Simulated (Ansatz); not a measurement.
# BrFMg, SMILES [F][Mg][Br]: an active-space calculation

With Ansatz 0.2.0, Python API.

Input file `brfmg.xyz`:
```text
3

F    -1.69960    0.89350   -0.84150
Mg   -0.16670    0.07530   -0.08020
Br    1.85540   -1.03360    0.90840
```

The cells in order, each with its output:

In [1]:
```python
from dataclasses import dataclass

import ansatz as az
```

In [2]:
```python
@dataclass
class Settings:
    basis_set: str = "def2-SVP"
```

In [3]:
```python
settings = Settings()
```

In [4]:
```python
geometry = az.Crystal.molecule_from_extxyz("brfmg.xyz")
```

In [5]:
```python
calculation = geometry.calculation()
calculation = calculation.basis(gaussian=settings.basis_set)
calculation = calculation.correlation(active_electrons=2, active_orbitals=3)
for method in [None, "sc_nevpt2"]:
    rep = (calculation if method is None else calculation.correlation(method)).run(threads=1, backend="cpu").report
    space = rep["configurations"]
    state = space["states"][0]
    print(method or "casscf", f"total {rep['free_energy_ev'] / 27.211386246:.6f} Ha, active-space state {state['energy']['hartree']:.6f} Ha, mean field {rep['reference_energy_ev'] / 27.211386246:.6f} Ha")
    print("  determinants", state["n_determinants"], " natural occupations", [round(n, 3) for n in space["natural_occupations"]])
```
```text
casscf total -2871.154410 Ha, active-space state -2871.154410 Ha, mean field -2871.135172 Ha
  determinants 9  natural occupations [1.985, 0.015, 0.001]
RunWarning: the results are in doubt because another end's mean lies 0.224 eV lower, and its corrected mean 0.061 eV higher
sc_nevpt2 total -2871.594275 Ha, active-space state -2871.146188 Ha, mean field -2871.135172 Ha
  determinants 5  natural occupations [1.982, 0.013, 0.004]
```

Reading the output:
- These settings explore the input space; basis and method may be short of convergence.
- Warnings are shown shortened and without file and line.
- The geometry is a force-field or estimated start, not a minimum of this method, and the basis set is short of its limit. The active space starts as a window about the frontier orbitals and is then optimised, not chosen by chemistry.
- A lower CASSCF solution was found and passed over, so the printed active-space state isn't the lowest.
- Wall time of the script: 38 s on 1 thread of Arm Neoverse N1 (shared host), peak memory 0.22 GiB.

(Lines on the test bed's own set-up are left out of the output.)
